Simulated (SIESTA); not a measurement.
## Ti3Nb under changes of volume

One of the cells (17.917 Å³/atom); the others are scaled copies at fixed shape and fractional positions:

```xyz
4
Lattice="-1.9907 1.9907 4.5213 1.9907 -1.9907 4.5213 1.9907 1.9907 -4.5213" Properties=species:S:1:pos:R:3 pbc="T T T"
Nb    0.0000    0.0000    0.0000
Ti    0.0000    0.0000    4.5213
Ti    1.9907    0.0000    2.2606
Ti    0.0000    1.9907    2.2606
```

The cell comes from a database or a generator and needn't be the stable form of this composition.

- Program: SIESTA 5.4.2
- Functional: PBEsol
- Potentials or basis: PseudoDojo 0.4 standard (PBEsol files)
- Basis: DZP (energy shift 0.003 Ry; two zetas on semicore shells)
- Grid cutoff: 800 Ry
- Energy shift: 0.003 Ry
- k mesh: 9 × 9 × 9
- Occupations: fermi-dirac, width 0.05 eV
- Spin: no spin polarisation

```csv
volume (Å³/atom),energy over the lowest point (meV/atom),pressure (GPa)
16.511,4.85,3.8
16.863,0.00,0.8
17.214,1.47,-1.9
17.917,?,?
18.268,37.88,-8.7
18.619,59.14,-10.5
```

What does the run at 17.917 Å³/atom give?

Energy over the lowest point 20.73 meV/atom; pressure -6.6 GPa.

Worked out: A Birch-Murnaghan fit of order 3 (a polynomial in V^(-2/3)) to the other rows has its minimum at 16.95 Å³/atom with B0 = V·E''(V) = 134 GPa and B' = 3.6 at fixed shape and positions, which overstates the stiffness. It gives 20.90 meV/atom at 17.917 Å³/atom, against the run's 20.73, and -dE/dV = -6.7 GPa, against -6.6.

Energies are extrapolated to zero smearing.

Caveats: the basis of atomic orbitals isn't converged, which shifts pressures, moduli and gaps.
